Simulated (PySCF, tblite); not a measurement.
# C5H7NO2Si: geometry, infrared bands and NMR shifts

Wanted: the infrared bands and NMR shifts of C5H7NO2Si (`O[Si@H]1OCc2cccn21`), by calculation.

The runs use tblite 0.8.0 and PySCF 2.14.0, with density-fitted response routines of our own; the level of theory stands in each step. All values are computed, except where a source is named. Atoms are numbered from 0 throughout.

## Step 1: The starting structure

16 atoms, charge 0, multiplicity 1; geometry from: force field or distance geometry start.

Bonds of the start (Å): O0–Si1 1.66, Si1–O2 1.74, O2–C3 1.37, C3–C4 1.47, C4–C5 1.38, C5–C6 1.38, C6–C7 1.37, C7–N8 1.34, N8–Si1 1.83, N8–C4 1.34, O0–H9 0.97, Si1–H10 1.46, C3–H11 1.11, C3–H12 1.15, C5–H13 1.09, C6–H14 1.09, C7–H15 1.07.

## Step 2: Relaxing the molecule with GFN2-xTB

What the job is given:

```
{"job": {"kind": "relax", "xc": "GFN2-xTB", "basis": "xTB"}, "charge": 0, "multiplicity": 1}
O     -2.226100     2.050300     0.599900
Si    -1.619700     0.507700     0.600100
O     -1.951000    -0.429600    -0.824400
C     -0.941500    -1.350500    -0.671800
C      0.333800    -0.686600    -0.376200
C      1.688800    -0.814400    -0.630300
C      2.312400     0.250400    -0.007800
C      1.365400     1.019900     0.615500
N      0.192100     0.426200     0.365200
H     -2.247300     2.524000    -0.241100
H     -1.909300    -0.326900     1.758600
H     -0.884600    -2.070200    -1.514300
H     -1.230100    -1.912300     0.290500
H      2.193500    -1.590100    -1.197400
H      3.370700     0.503500     0.035800
H      1.545500     1.907400     1.186000
```

On the command line:

```console
OMP_NUM_THREADS=1 python probes_run.py task.json out
```

This one command runs all jobs of the session in turn.

**Question.** This job is followed by: GFN2-xTB harmonic vibrations, gas phase; GIAO PBE0/pcSseg-1 NMR shielding, non-relativistic, gas phase. Predict these results of the whole session: strongest single infrared mode (GFN2-xTB); zero-point energy (GFN2-xTB); ¹³C shifts against TMS (PBE0/pcSseg-1); ¹H shifts against TMS (PBE0/pcSseg-1); ¹⁷O shifts against H2O (PBE0/pcSseg-1); ²⁹Si shifts against TMS (PBE0/pcSseg-1); ¹⁵N shifts against NH3 (PBE0/pcSseg-1).

The runs gave:

| quantity | value |
| --- | --- |
| strongest single infrared mode (GFN2-xTB) | 791 cm⁻¹, 268 km/mol |
| zero-point energy (GFN2-xTB) | 72.2 kcal/mol |
| ¹³C shifts against TMS (PBE0/pcSseg-1) | 141.6, 121.6, 119.4, 107.2, 67.5 ppm |
| ¹H shifts against TMS (PBE0/pcSseg-1) | 6.70, 6.65, 6.22, 5.39, 5.33, 4.90, 2.72 ppm |
| ¹⁷O shifts against H2O (PBE0/pcSseg-1) | 58.1, 56.6 ppm |
| ²⁹Si shifts against TMS (PBE0/pcSseg-1) | -42.7 ppm |
| ¹⁵N shifts against NH3 (PBE0/pcSseg-1) | 195.7 ppm |

What this shows: Relaxing lowered the energy by 1.028 eV in 62 steps; the close pair that moved most is Si1–O2, from 1.737 to 1.633 Å. No mode is imaginary among the 42: a minimum at this level. The strongest single mode, at 791 cm⁻¹, is spread over many atoms; the largest shares are those of H9, O2. GFN2-xTB is a fitted tight-binding method: band positions and strengths are rough. Its intensities can rank the bands wrongly. NICS(1)zz of -29 ppm above the planar ring from C4 marks a diatropic (aromatic) ring current.
